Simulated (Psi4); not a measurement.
# BH3O3 (B(OH)3) at PBE0/def2-SVPD

Aim: the vertical electron affinity of BH3O3 (B(OH)3) at PBE0/def2-SVPD, from 2 runs. 

Program for the calculation: Psi4 1.11.

4 further runs of the same task are left out: 2 that didn't finish, 2 set aside as unsound or not needed.

### 1 The structure to begin with

BH3O3 has 7 atoms, charge 0, and is taken as a singlet. As SMILES, `OB(O)O`. The shape is that of a GFN2-xTB optimisation. This is a higher conformer, about 20 kJ/mol above the lowest found by a separate search.

Bond lengths: B1–O2 1.350 Å, B1–O4 1.372 Å, B1–O6 1.357 Å, O2–H3 0.957 Å, O4–H5 0.955 Å, O6–H7 0.956 Å. Angles: O2–B1–O4 118.3°, O2–B1–O6 117.6°, O4–B1–O6 124.1°, B1–O2–H3 113.2°, B1–O4–H5 117.5°, B1–O6–H7 116.7°.

### 2 Energy and gradient at PBE0/def2-SVPD

bh3o3.xyz reads:

```xyz
7
BH3O3
B      0.179410    -0.132540    -0.077360
O      1.490810    -0.199570    -0.389610
H      1.952260     0.628070    -0.259260
O     -0.320640     1.062710     0.374830
H     -1.250820     1.097850     0.589780
O     -0.562320    -1.258630    -0.232330
H     -1.488690    -1.197890    -0.006060
```

run.py reads:

```python
import psi4

psi4.set_memory('1600 MB')
psi4.set_num_threads(1)
psi4.set_output_file('bh3o3.out', False)

with open('bh3o3.xyz') as f:
    atoms = ''.join(f.readlines()[2:])
mol = psi4.geometry('0 1\n' + atoms + 'symmetry c1')

psi4.set_options({
    'basis': 'def2-SVPD',
    'puream': True,
    'e_convergence': 1e-09,
    'd_convergence': 1e-08,
    'scf_type': 'pk',
    'dft_radial_points': 99,
    'dft_spherical_points': 590,
})

result, w = psi4.gradient('pbe0', molecule=mol, return_wfn=True)
print('gradient / Eh bohr^-1')
print(result.np.round(6))
print(f'energy = {w.energy():.10f} Eh')
for k, v in sorted(psi4.core.scalar_variables().items()):
    print(f'{k:45s} {v:18.10f}')
```

The run is started by

```sh
$ python run.py
```

bh3o3.out:

```text
[...]
  Running in c1 symmetry.
[...]
  Nuclear repulsion =  116.751213015521458
[...]
  Multiplicity = 1
[...]
  Nalpha       = 16
  Nbeta        = 16
[...]
    Number of basis functions: 113
[...]
   @RKS iter   1:  -251.67782900176957   -2.73781e-01   8.80288e-03 DIIS/ADIIS
[...]
   @RKS iter  11:  -252.05070245606936   -1.33582e-12   1.68462e-09 DIIS
[...]
    Orbital Energies [Eh]
    ---------------------
    Doubly Occupied:
       1A    -19.235327     2A    -19.231135     3A    -19.221871
       4A     -6.852605     5A     -1.077923     6A     -1.033630
       7A     -1.029063     8A     -0.618749     9A     -0.589931
      10A     -0.524584    11A     -0.450910    12A     -0.436521
      13A     -0.390128    14A     -0.368096    15A     -0.352115
      16A     -0.343926
[...]
  @RKS Final Energy:  -252.05070245606936
   => Energetics <=
    Nuclear Repulsion Energy =            116.7512130155214578
    One-Electron Energy =                -577.4480463149595835
    Two-Electron Energy =                 231.9842264690448985
    DFT Exchange-Correlation Energy =     -23.3380956256761287
    Empirical Dispersion Energy =           0.0000000000000000
    VV10 Nonlocal Energy =                  0.0000000000000000
    Total Energy =                       -252.0507024560693594
[...]
 Multipole Moments:
 ------------------------------------------------------------------------------------
     Multipole            Electronic (a.u.)      Nuclear  (a.u.)        Total (a.u.)
 ------------------------------------------------------------------------------------
 L = 1.  Multiply by 2.5417464519 to convert [e a0] to [Debye]
 Dipole X            :          0.3205022           -1.2355486           -0.9150465
 Dipole Y            :         -0.2619180            0.8385729            0.5766549
 Dipole Z            :         -0.1452477            0.5119870            0.3667393
 Magnitude           :                                                    1.1420764
[...]
  -Total Gradient:
     Atom            X                  Y                   Z
    ------   -----------------  -----------------  -----------------
       1        0.005226663590    -0.005229374090    -0.002642258024
       2       -0.006935275627     0.004592744388     0.002871793827
       3       -0.000907025353    -0.002646716788    -0.000574703631
       4       -0.001774196106    -0.005258602262    -0.001073745726
       5        0.002045281993     0.000449655848    -0.000349081822
       6        0.001148128745     0.008370474765     0.002112663234
       7        0.001202070272    -0.000294346439    -0.000350631954
[...]
```

Standard output:

```text
gradient / Eh bohr^-1
[[ 0.005227 -0.005229 -0.002642]
 [-0.006935  0.004593  0.002872]
 [-0.000907 -0.002647 -0.000575]
 [-0.001774 -0.005259 -0.001074]
 [ 0.002045  0.00045  -0.000349]
 [ 0.001148  0.00837   0.002113]
 [ 0.001202 -0.000294 -0.000351]]
energy = -252.0507024561 Eh
CURRENT ENERGY                                   -252.0507024561
CURRENT REFERENCE ENERGY                         -252.0507024561
DD SOLVATION ENERGY                                 0.0000000000
DFT FUNCTIONAL TOTAL ENERGY                      -252.0507024561
DFT TOTAL ENERGY                                 -252.0507024561
DFT VV10 ENERGY                                     0.0000000000
DFT XC ENERGY                                     -23.3380956257
GRID ELECTRONS ALPHA                               16.0000001719
GRID ELECTRONS BETA                                16.0000001719
GRID ELECTRONS TOTAL                               32.0000003437
NUCLEAR REPULSION ENERGY                          116.7512130155
ONE-ELECTRON ENERGY                              -577.4480463150
PCM POLARIZATION ENERGY                             0.0000000000
PE ENERGY                                           0.0000000000
SCF ITERATION ENERGY                             -252.0507024561
SCF ITERATIONS                                     11.0000000000
SCF TOTAL ENERGY                                 -252.0507024561
TWO-ELECTRON ENERGY                               231.9842264690
XC GRID RADIAL POINTS                              99.0000000000
XC GRID SPHERICAL POINTS                          590.0000000000
XC GRID TOTAL POINTS                           392859.0000000000
```

Run time: 50 s. Hardware: 1 thread of Intel Xeon Platinum 8259CL at 2.50GHz (Skylake/Cascade Lake), shared host; peak memory 0.65 GiB.

### 3 The doublet anion at the same level

job.dat reads:

```
memory 1600 MB

molecule {
  -1 2
  B      0.179410    -0.132540    -0.077360
  O      1.490810    -0.199570    -0.389610
  H      1.952260     0.628070    -0.259260
  O     -0.320640     1.062710     0.374830
  H     -1.250820     1.097850     0.589780
  O     -0.562320    -1.258630    -0.232330
  H     -1.488690    -1.197890    -0.006060
  symmetry c1
  no_reorient
  no_com
}

set {
  basis                def2-SVPD
  reference            uks
  puream               true
  e_convergence        1e-09
  d_convergence        1e-08
  scf_type             pk
  dft_radial_points    99
  dft_spherical_points 590
  maxiter              200
}

gradient("pbe0")
```

The run is started by

```sh
$ psi4 -i job.dat -o job.out -n 1
```

job.out, cut to the lines that bear on the results:

```text
[...]
  Running in c1 symmetry.
[...]
  Nuclear repulsion =  116.751213015521472
[...]
  Multiplicity = 2
[...]
  Nalpha       = 17
  Nbeta        = 16
[...]
    Number of basis functions: 113
[...]
   @UKS iter   1:  -251.29954837287329    1.04500e-01   1.02093e-02 DIIS/ADIIS
[...]
   @UKS iter  15:  -252.02456592643074   -8.89600e-12   5.31002e-09 DIIS
[...]
   @S^2 Observed:                7.502184363E-01
[...]
  @UKS Final Energy:  -252.02456592643074
   => Energetics <=
    Nuclear Repulsion Energy =            116.7512130155214720
    One-Electron Energy =                -582.7730380719068535
    Two-Electron Energy =                 237.4238883331638021
    DFT Exchange-Correlation Energy =     -23.4266292032091172
    Empirical Dispersion Energy =           0.0000000000000000
    VV10 Nonlocal Energy =                  0.0000000000000000
    Total Energy =                       -252.0245659264307392
[...]
 Multipole Moments:
 ------------------------------------------------------------------------------------
     Multipole            Electronic (a.u.)      Nuclear  (a.u.)        Total (a.u.)
 ------------------------------------------------------------------------------------
 L = 1.  Multiply by 2.5417464519 to convert [e a0] to [Debye]
 Dipole X            :         -8.8665730            9.3968521            0.5302792
 Dipole Y            :          6.6820795           -6.2334317            0.4486478
 Dipole Z            :          3.8621219           -3.8535673            0.0085546
 Magnitude           :                                                    0.6946611
[...]
  -Total Gradient:
     Atom            X                  Y                   Z
    ------   -----------------  -----------------  -----------------
       1        0.024129815547    -0.009231751913    -0.007998653351
       2       -0.017678659244     0.010677497597     0.006994044927
       3       -0.000111706434    -0.005980216359    -0.001690576161
       4       -0.017938342570    -0.007407578573     0.001887004475
       5        0.013869681484     0.004134368443    -0.001916069560
       6       -0.014093959057     0.012740807599     0.006771951043
       7        0.011828582267    -0.004948022067    -0.004053254226
[...]
```

It took 96 s on 1 thread of Intel Xeon Platinum 8259CL at 2.50GHz (Skylake/Cascade Lake), shared host; peak memory 0.65 GiB.

### 4 Results

Level: PBE0/def2-SVPD.

| quantity | value |
| --- | --- |
| singlet BH3O3: total energy | -252.05070 Eh |
| singlet BH3O3: dipole moment | 2.90 D |
| singlet BH3O3: HOMO energy | -9.36 eV |
| singlet BH3O3: LUMO energy | -0.42 eV |
| singlet BH3O3: HOMO–LUMO gap | 8.94 eV |
| singlet BH3O3: largest force on an atom | 0.453 eV/Å |
| doublet anion: total energy | -252.02457 Eh |
| doublet anion: HOMO energy (highest over α and β) | 1.91 eV |
| doublet anion: LUMO energy (lowest over α and β) | 3.31 eV |
| doublet anion: ⟨S²⟩ | 0.750 |
| doublet anion: largest force on an atom | 1.391 eV/Å |
| vertical electron affinity (to the doublet anion) | -0.711 eV |

In words: The anion lies 0.71 eV (16.4 kcal/mol) above the neutral: the electron isn't bound at this level, and such a value depends on the basis. The largest force (singlet BH3O3) is 0.45 eV/Å: the shape isn't a stationary point for this species at this level. The HOMO (doublet anion) lies at positive energy, 1.91 eV; only total energies tell whether the electron is bound.
